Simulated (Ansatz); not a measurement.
# AlAs2: the cost of one run

Computed with Ansatz 0.2.0 (DFT r2SCAN, scalar-relativistic, plane waves, PAW, unless a step's input says otherwise).

## 1. The system as given

It takes space group Fm-3m (No. 225, cubic). The conventional cell has a = 6.053 Å, b = 6.053 Å, c = 6.053 Å, α = 90.00°, β = 90.00°, γ = 90.00°. Al (site symmetry m-3m) has 8 As at 2.62 Å as nearest neighbours. Around As (site symmetry -43m) lie 4 Al at 2.62 Å.

Coordinates:

```
CELL_PARAMETERS angstrom
0.00000 3.02644 3.02644
3.02644 0.00000 3.02644
3.02644 3.02644 0.00000
ATOMIC_POSITIONS crystal
Al 0.00000 0.00000 0.00000
As 0.25000 0.25000 0.25000
As 0.75000 0.75000 0.75000
```

(A quick probe on a coarse mesh, which set the mesh and smearing, is not shown.)

## 3. Rough relaxation on the coarse mesh

input.yaml

```yaml
crystal:
  lattice:
    - [0.0, 3.0264422118, 3.0264422118]
    - [3.0264422118, 0.0, 3.0264422118]
    - [3.0264422118, 3.0264422118, 0.0]
  atoms:
    - { symbol: Al, position: [0.0, 0.0, 0.0] }
    - { symbol: As, position: [0.25, 0.25, 0.25] }
    - { symbol: As, position: [0.75, 0.75, 0.75] }
basis:
  ecutwfc: 500
kpoints:
  mp_grid: { grid: [6, 6, 6] }
hamiltonian:
  xc: r2scan
scf:
  occupations: { method: gaussian, width: 0.1 }
  lower_state_search: "off"
output:
  forces: true
  stress: true
  eigenvalues: true
relax:
  adjacent_minimum: "off"
  f_tol: 0.04
  max_steps: 70
  cell: { stress_tol: 0.4 }
```

Command:

```
> ansatz run input.yaml --threads 1 --pin off --max-ram 2560MiB --backend cpu --events-out ev --progress --plain --runs-dir out
```

**Question.** How long does this run take on 1 thread of Intel Xeon Platinum 8259CL at 2.50GHz (Skylake/Cascade Lake), shared host, and how much memory does it need?

About 22 s, with a peak of 0.6 GiB.
